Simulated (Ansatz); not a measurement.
**HfB2: stress in a strained cell**

HfB2 is deformed so: equal xy, yz and zx engineering shear strains of -2 %. What stress and forces result, by LAPW, PAW and all-electron datasets made for the crystal?

Program: Ansatz 0.2.0. Level of theory: DFT PBEsol, scalar-relativistic. These are calculated values, not measurements.

## Step 1: The system as given

The structure is hexagonal, space group P6/mmm (No. 191). Conventional cell: a = 3.140 Å, b = 3.140 Å, c = 3.480 Å, α = 90.00°, β = 90.00°, γ = 120.00°. Around Hf (site symmetry 6/mmm) lie 12 B at 2.51 Å. Around B (site symmetry -6m2) lie 3 B at 1.81 Å and 6 Hf at 2.51 Å.

As a file:

```
Hf B
1.0
     3.14000    0.00000    0.00000
    -1.57000    2.71932    0.00000
     0.00000    0.00000    3.48000
Hf B
1 2
Direct
  0.00000 0.00000 0.00000
  0.33333 0.66667 0.50000
  0.66667 0.33333 0.50000
```

Atoms are numbered in the order of the input: Hf1, B2, B3.

## Step 2: The deformed structure

Space group P6/mmm before, P-1 after.

## Step 3: All-electron LAPW

Input file input.yaml:

```yaml
crystal:
  lattice:
    - [3.1400001005, -0.031400001, -0.031400001]
    - [-1.5971932488, 2.7350198554, -0.011493198]
    - [-0.0348, -0.0348, 3.48]
  atoms:
    - { symbol: Hf, position: [0.0, 0.0, 0.0] }
    - { symbol: B, position: [0.3333333333, 0.6666666667, 0.5] }
    - { symbol: B, position: [0.6666666667, 0.3333333333, 0.5] }
kpoints:
  mp_grid: { grid: [15, 15, 12] }
  band_path:
    path:
      - [0.0, 0.0, 0.0]
      - [0.0, 0.0, 0.5]
      - [-0.5, 0.5, 0.0]
      - [0.0, 0.0, 0.0]
      - [0.0, -0.5, 0.0]
      - [-0.5, 0.0, 0.5]
      - [0.0, 0.0, 0.0]
      - [-0.5, 0.0, 0.0]
      - [0.0, -0.5, 0.5]
    npoints: 5
scf:
  occupations: { method: fermi_dirac, width: 0.03 }
hamiltonian:
  xc: pbesol
  pseudopotentials: { kind: all_electron, lapw: { basis_error: 0.001 } }
output:
  forces: true
  stress: true
  eigenvalues: true
```

Started as:

```
$ ansatz run input.yaml --threads 1 --pin off --max-ram 4096MiB --backend cpu --events-out ev --progress --plain --runs-dir out
```

The program printed (excerpt; [...] marks lines left out):

```text
LAPW: plane waves up to 8.747 Å⁻¹, error target 1.0e-3 eV per atom; small_component_spin mean_spin; B in spheres of 0.899 Å, 5 of its electrons in bands, Dirac shells []; Hf in spheres of 1.389 Å, 42 of its electrons in bands, Dirac shells []
[...]
Pseudopotentials: kind: all_electron
Pseudopotential: Hf, LAPW, valence charge 42, Koelling and Harmon's equation, gaussian nucleus
Pseudopotential: B, LAPW, valence charge 5, Koelling and Harmon's equation, gaussian nucleus
Functional definition: PBEsol
[...]
Crystal: 3 atoms, lattice volume = 29.706 Å³
Basis set: ecut = 291.4747828306795 eV, 351 PW (Γ), exchange–correlation at level 2
Bands: 32, of which v1, the nominal top of the filled ones, is band 26 counted from 1 (25 counted from 0)
Symmetry: 2 space group operations
Space group: P-1 (ITA 2), of the structure as read, at distance tolerance 3.1e-5 Å
k-points: 1351 of 2700
[...]
SCF iter   1: F=—  HF=-411477.342266 eV  |F-HF|=—  |Δ(HF+E_count)|=         —  Δρ=7.51e-2  dr2=3.18e0  ethr=6.11e-3  ⟨swp⟩=2.0  Hψ=268287  notcnv=0
[...]
the basis was enlarged: its passes take 236.1 KiB over the memory plan, 1 of 1 planned eigensolver slots
[...]
SCF iter   9: F=-411476.033901 eV  HF=-411476.033901 eV  |F-HF|=5.24e-9  |Δ(HF+E_count)|=   2.61e-8  Δρ=1.12e-5  dr2=2.79e-8  ethr=1.03e-9  ⟨swp⟩=2.0  Hψ=122990  notcnv=0
[...]
NSCF: frozen V_eff on 41 k-points
SCF converged after 9 iterations
Free energy (F): -411476.033901 eV
[...]
E sigma→0 (E₀):  -411476.033560 eV
Entropy (-TS):   -0.000681 eV (-0.227 meV/atom)
Fermi energy:    20.789501 eV
[...]
--- Forces (eV/Å), atoms counted from 1 ---
  atom   1  Hf     0.00000000     0.00000000     0.00000000
  atom   2  B     -0.02156272     0.00372777    -0.00730236
  atom   3  B      0.02156272    -0.00372777     0.00730236
[...]
--- Stress (GPa, compression-positive) ---
       -3.494830       5.480820       5.376342
        5.480820      -3.561395       5.369315
        5.376342       5.369315      -4.761976
  P = ⅓ Tr σ = -3.9394 GPa (-39.394 kbar)
--- Band table (eV; the first three rows and the last of 1351) ---
[...]
```

Wall time 5.2 min (1 thread of Intel Xeon Platinum 8124M at 3.00GHz (Skylake/Cascade Lake), shared host); peak memory 3.4 GiB.

Read from it: pressure -3.94 GPa; no gap; largest force 0.023 eV/Å.

## Step 4: PAW with frozen cores

Input file input.yaml:

```yaml
crystal:
  lattice:
    - [3.1400001005, -0.031400001, -0.031400001]
    - [-1.5971932488, 2.7350198554, -0.011493198]
    - [-0.0348, -0.0348, 3.48]
  atoms:
    - { symbol: Hf, position: [0.0, 0.0, 0.0] }
    - { symbol: B, position: [0.3333333333, 0.6666666667, 0.5] }
    - { symbol: B, position: [0.6666666667, 0.3333333333, 0.5] }
kpoints:
  mp_grid: { grid: [15, 15, 12] }
scf:
  occupations: { method: fermi_dirac, width: 0.03 }
hamiltonian:
  xc: pbesol
  pseudopotentials: { kind: paw }
output:
  forces: true
  stress: true
  eigenvalues: true
  efg: { contact_densities: true }
```

Started as:

```
$ ansatz run input.yaml --threads 1 --pin off --max-ram 4096MiB --backend cpu --events-out ev --progress --plain --runs-dir out
```

The program printed (excerpt; [...] marks lines left out):

```text
Hf: output.efg is read without spin–orbit coupling, which moves field gradients at and beside such atoms by some per cent and up to a factor of two; PAW files take it under magnetization.noncollinear and magnetization.spin_orbit
[...]
Pseudopotentials: kind: paw
Pseudopotential: Hf, paw, valence charge 26, recommended cutoff 420 eV (normal)
Pseudopotential: B, paw, valence charge 3, recommended cutoff 420 eV (normal)
[... 1 set-up line as earlier in the session ...]
[...]
Crystal: 3 atoms, lattice volume = 29.706 Å³
Basis set: ecut = 420 eV, 565 PW (Γ), exchange–correlation on 48×48×48 points (8 copies of the dense FFT grid, shifted against one another)
Bands: 20, of which v1, the nominal top of the filled ones, is band 16 counted from 1 (15 counted from 0)
[... 2 set-up lines as earlier in the session ...]
k-points: 1351 of 2700
[...]
       -3.525385       5.483286       5.378351
        5.483286      -3.592684       5.371076
        5.378351       5.371076      -4.880476
  P = ⅓ Tr σ = -3.9995 GPa (-39.995 kbar)
--- PAW observables at the nuclei: V_zz in 10²¹ V/m², potentials from the cell's mean, atoms counted from 1 ---
  atom   1  Hf V_zz =   +13.082916   η = 0.5542   by run symmetry: allowed
            electrostatic potential = -14184.353128 V   contact ρ = 7519012.539859 e/Å³
  atom   2  B  V_zz =    -0.174015   η = 0.2531   by run symmetry: allowed
            electrostatic potential = -335.977896 V   contact ρ = 481.247999 e/Å³
  atom   3  B  V_zz =    -0.174015   η = 0.2531   by run symmetry: allowed
            electrostatic potential = -335.977896 V   contact ρ = 481.247999 e/Å³
--- Band table (eV; the first three rows and the last of 1351) ---
  k-point 0: bands = ["-41.3411", "-10.2225", "-9.7460", "-9.7100", "6.6723", "8.6741", "8.6935", "8.7012", "8.7053", "8.7135", "8.7164", "8.8066", "17.3103", "17.4057", "17.6029", "17.6886", "24.2342", "24.3133", "25.0165", "25.1175"]
[...]
```

It took 32 s on 1 thread of Intel Xeon Platinum 8124M at 3.00GHz (Skylake/Cascade Lake), shared host; peak memory 0.96 GiB.

Result: pressure -4.00 GPa; no gap; largest force 0.023 eV/Å; Vzz Hf1 13.08 (η = 0.55), B2 -0.17 (η = 0.25) (10²¹ V/m²).

## Step 5: All-electron PAW on datasets made for the crystal

input.yaml, as its differences from that of step 4:

```diff
@@ -15,3 +15,3 @@
   xc: pbesol
-  pseudopotentials: { kind: paw }
+  pseudopotentials: { kind: all_electron, datasets: crystal }
 output:
```

Started as:

```
$ ansatz run input.yaml --threads 1 --pin off --max-ram 4096MiB --backend cpu --events-out ev --progress --plain --runs-dir out
```

The program printed (excerpt; [...] marks lines left out):

```text
[...]
Hf: output.efg is read without spin–orbit coupling, which moves field gradients at and beside such atoms by some per cent and up to a factor of two; PAW files take it under magnetization.noncollinear and magnetization.spin_orbit
[...]
[... 1 set-up line as earlier in the session ...]
Pseudopotential: Hf, paw, valence charge 26, recommended cutoff 400 eV (normal), Koelling and Harmon's equation, gaussian nucleus
Pseudopotential: B, paw, valence charge 3, recommended cutoff 400 eV (normal), Koelling and Harmon's equation, gaussian nucleus
[... 1 set-up line as earlier in the session ...]
[...]
Crystal: 3 atoms, lattice volume = 29.706 Å³
Basis set: ecut = 400 eV, 551 PW (Γ), exchange–correlation on 48×48×48 points (8 copies of the dense FFT grid, shifted against one another)
Bands: 20, of which v1, the nominal top of the filled ones, is band 16 counted from 1 (15 counted from 0)
[... 1 set-up line as earlier in the session ...]
[...]
       -3.498124       5.480898       5.376191
        5.480898      -3.564572       5.369161
        5.376191       5.369161      -4.762977
  P = ⅓ Tr σ = -3.9419 GPa (-39.419 kbar)
--- PAW observables at the nuclei: V_zz in 10²¹ V/m², potentials from the cell's mean, atoms counted from 1 ---
  atom   1  Hf V_zz =   +13.546184   η = 0.5390   by run symmetry: allowed
            electrostatic potential = -14181.681762 V   contact ρ = 7515499.618391 e/Å³
  atom   2  B  V_zz =    -0.180589   η = 0.4288   by run symmetry: allowed
            electrostatic potential = -335.253650 V   contact ρ = 481.271225 e/Å³
  atom   3  B  V_zz =    -0.180589   η = 0.4288   by run symmetry: allowed
            electrostatic potential = -335.253650 V   contact ρ = 481.271225 e/Å³
--- Band table (eV; the first three rows and the last of 1351) ---
  k-point 0: bands = ["-40.9501", "-9.8267", "-9.3544", "-9.3188", "7.0649", "9.0672", "9.0824", "9.0936", "9.0972", "9.1048", "9.1073", "9.1947", "17.7016", "17.7956", "17.9921", "18.0812", "24.6286", "24.7076"]
[...]
```

It took 4.6 min on 1 thread of Intel Xeon Platinum 8124M at 3.00GHz (Skylake/Cascade Lake), shared host; peak memory 2.5 GiB.

Read from it: pressure -3.94 GPa; no gap; largest force 0.023 eV/Å; Vzz Hf1 13.55 (η = 0.54), B2 -0.18 (η = 0.43) (10²¹ V/m²).

## Step 6: Stress and forces compared

Stress (GPa, compression positive):

```tsv
method	xx	yy	zz	yz	xz	xy
LAPW	-3.49	-3.56	-4.76	5.37	5.38	5.48
PAW	-3.53	-3.59	-4.88	5.37	5.38	5.48
crystal datasets	-3.50	-3.56	-4.76	5.37	5.38	5.48
```

Forces (eV/Å):

```tsv
atom	LAPW x	LAPW y	LAPW z	PAW x	PAW y	PAW z	crystal datasets x	crystal datasets y	crystal datasets z
Hf1	0.000	0.000	0.000	0.000	0.000	0.000	0.000	0.000	0.000
B2	-0.022	0.004	-0.007	-0.021	0.004	-0.007	-0.022	0.004	-0.007
B3	0.022	-0.004	0.007	0.021	-0.004	0.007	0.022	-0.004	0.007
```

| method | pressure (GPa) | largest force (eV/Å) | Vzz Hf1 (10²¹ V/m²) | Vzz B2 (10²¹ V/m²) | SCF cycles, by the record's count |
| --- | --- | --- | --- | --- | --- |
| LAPW | -3.94 | 0.023 | – | – | 9 |
| PAW | -4.00 | 0.023 | 13.08 | -0.17 | 6 |
| crystal datasets | -3.94 | 0.023 | 13.55 | -0.18 | 12 |

## Step 7: Summary of results

```
                                 quantity                                              value
                                 pressure  LAPW -3.94, PAW -4.00, crystal datasets -3.94 GPa
largest shear or deviatoric stress (LAPW)                                           5.48 GPa
```

In words: The largest part of the stress beyond the pressure is 5.48 GPa in size; the atoms are carried along and not relaxed. No run of the undeformed cell stands beside it, so pressure and stress hold what the given cell had before the change, as far as its symmetry allows. PAW: stress within 0.12 GPa of LAPW, forces within 1 meV/Å. Crystal datasets: stress within 0.01 GPa of LAPW, forces within 1 meV/Å. Spin-orbit coupling is left out, though the cell holds Hf; in elements this heavy it can shift bands and gaps by tenths of an eV.
